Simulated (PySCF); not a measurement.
**Ti²⁺: excitation energy in def2-QZVPPD**

Wanted: the excitation energy of titanium, up a ladder of methods.

Program: PySCF 2.14.0. Level of theory: unrestricted determinants in a Gaussian basis, no spin-orbit coupling in the energies. These are calculated values, not measurements, unless marked.

**1. Starting point**

| Property | Result |
| --- | --- |
| Element | titanium (Z = 22) |
| Basis | def2-QZVPPD (11s6p5d3f2g, 93 functions) |
| Hamiltonian | no relativity, point nucleus |
| State 1 | Ti²⁺: [Ar] 3d1 4s1, 4s spin antiparallel (an excited configuration) |
| Needed too, but not shown | Ti²⁺ [Ar] 3d2 (3F) |
| Methods | UHF, LDA, PBE, PBE0, r2SCAN, BHandHLYP, CAM-B3LYP, M06, wB97M-V, MP2 |
| Core shells frozen in the correlated runs | valence: [Ar]; valence and next inner shell: [Ne] (for Ti²⁺) |

The runs were made by one driver on top of PySCF. The scripts below sum up each run's settings (the driver also hands on starting orbitals that pick excited configurations, and frozen orbitals as a list rather than a count), and the logs come from the driver's own runs. The driver starts from symmetry-adapted Hartree-Fock orbitals, holds the occupation by maximum overlap and uses a logarithmic radial grid for functionals, so a plain start would take other cycles.

The integrals over 93 functions and the set-up took 0.98 s of CPU time.

**2. Ti²⁺ [Ar] 3d1 4s1, s spin flipped, method by method**

Level: UHF.

input.py reads:

```python
from pyscf import gto, scf, dft, mp, cc
import basis_set_exchange as bse
mol = gto.M(atom="Ti 0 0 0", charge=2, spin=0, symmetry="D2h",
            basis=gto.basis.parse(bse.get_basis("def2-QZVPPD", elements=["Ti"], fmt="nwchem")))
mf = scf.UHF(mol)
mf.irrep_nelec = {'Ag': (3, 4), 'B1g': (1, 0), 'B1u': (2, 2), 'B2u': (2, 2), 'B3u': (2, 2)}
mf.kernel()
```

Level: LDA.

Changes to input.py:

```diff
@@ -4,3 +4,3 @@
             basis=gto.basis.parse(bse.get_basis("def2-QZVPPD", elements=["Ti"], fmt="nwchem")))
-mf = scf.UHF(mol)
+mf = dft.UKS(mol, xc="LDA,VWN")
 mf.irrep_nelec = {'Ag': (3, 4), 'B1g': (1, 0), 'B1u': (2, 2), 'B2u': (2, 2), 'B3u': (2, 2)}
```

Level: PBE.

Changes to input.py:

```diff
@@ -4,3 +4,3 @@
             basis=gto.basis.parse(bse.get_basis("def2-QZVPPD", elements=["Ti"], fmt="nwchem")))
-mf = dft.UKS(mol, xc="LDA,VWN")
+mf = dft.UKS(mol, xc="PBE")
 mf.irrep_nelec = {'Ag': (3, 4), 'B1g': (1, 0), 'B1u': (2, 2), 'B2u': (2, 2), 'B3u': (2, 2)}
```

Level: PBE0.

Changes to input.py:

```diff
@@ -4,3 +4,3 @@
             basis=gto.basis.parse(bse.get_basis("def2-QZVPPD", elements=["Ti"], fmt="nwchem")))
-mf = dft.UKS(mol, xc="PBE")
+mf = dft.UKS(mol, xc="PBE0")
 mf.irrep_nelec = {'Ag': (3, 4), 'B1g': (1, 0), 'B1u': (2, 2), 'B2u': (2, 2), 'B3u': (2, 2)}
```

Level: r2SCAN.

Changes to input.py:

```diff
@@ -4,3 +4,3 @@
             basis=gto.basis.parse(bse.get_basis("def2-QZVPPD", elements=["Ti"], fmt="nwchem")))
-mf = dft.UKS(mol, xc="PBE0")
+mf = dft.UKS(mol, xc="R2SCAN")
 mf.irrep_nelec = {'Ag': (3, 4), 'B1g': (1, 0), 'B1u': (2, 2), 'B2u': (2, 2), 'B3u': (2, 2)}
```

Level: BHandHLYP.

Changes to input.py:

```diff
@@ -4,3 +4,3 @@
             basis=gto.basis.parse(bse.get_basis("def2-QZVPPD", elements=["Ti"], fmt="nwchem")))
-mf = dft.UKS(mol, xc="R2SCAN")
+mf = dft.UKS(mol, xc="BHANDHLYP")
 mf.irrep_nelec = {'Ag': (3, 4), 'B1g': (1, 0), 'B1u': (2, 2), 'B2u': (2, 2), 'B3u': (2, 2)}
```

Level: CAM-B3LYP.

Changes to input.py:

```diff
@@ -4,3 +4,3 @@
             basis=gto.basis.parse(bse.get_basis("def2-QZVPPD", elements=["Ti"], fmt="nwchem")))
-mf = dft.UKS(mol, xc="BHANDHLYP")
+mf = dft.UKS(mol, xc="CAMB3LYP")
 mf.irrep_nelec = {'Ag': (3, 4), 'B1g': (1, 0), 'B1u': (2, 2), 'B2u': (2, 2), 'B3u': (2, 2)}
```

Level: M06.

Changes to input.py:

```diff
@@ -4,3 +4,3 @@
             basis=gto.basis.parse(bse.get_basis("def2-QZVPPD", elements=["Ti"], fmt="nwchem")))
-mf = dft.UKS(mol, xc="CAMB3LYP")
+mf = dft.UKS(mol, xc="M06")
 mf.irrep_nelec = {'Ag': (3, 4), 'B1g': (1, 0), 'B1u': (2, 2), 'B2u': (2, 2), 'B3u': (2, 2)}
```

Level: wB97M-V.

Changes to input.py:

```diff
@@ -4,3 +4,3 @@
             basis=gto.basis.parse(bse.get_basis("def2-QZVPPD", elements=["Ti"], fmt="nwchem")))
-mf = dft.UKS(mol, xc="M06")
+mf = dft.UKS(mol, xc="WB97M_V")
 mf.irrep_nelec = {'Ag': (3, 4), 'B1g': (1, 0), 'B1u': (2, 2), 'B2u': (2, 2), 'B3u': (2, 2)}
```

**3. Ti²⁺ [Ar] 3d1 4s1, s spin flipped, continued**

Level: MP2 (valence).

input.py, as its differences from that of step 2:

```diff
@@ -4,4 +4,5 @@
             basis=gto.basis.parse(bse.get_basis("def2-QZVPPD", elements=["Ti"], fmt="nwchem")))
-mf = dft.UKS(mol, xc="WB97M_V")
+mf = scf.UHF(mol)
 mf.irrep_nelec = {'Ag': (3, 4), 'B1g': (1, 0), 'B1u': (2, 2), 'B2u': (2, 2), 'B3u': (2, 2)}
 mf.kernel()
+mp.UMP2(mf, frozen=9).kernel()
```

Level: MP2 (valence and next inner shell).

Changes to input.py:

```diff
@@ -7,2 +7,2 @@
 mf.kernel()
-mp.UMP2(mf, frozen=9).kernel()
+mp.UMP2(mf, frozen=5).kernel()
```

Q: Predict the outcome of this session.

The runs gave:

| quantity | value |
| --- | --- |
| excitation energy, Ti²⁺ → [Ar] 3d1 4s1, s spin flipped | UHF 5.094, MP2 (valence and next inner shell) 5.021 eV |

In words: The methods span 0.941 eV, from SCS-MP2 (valence) (4.970) to r2SCAN (5.911). No reference value is at hand in this session. The basis is finite, and no extrapolation was made.
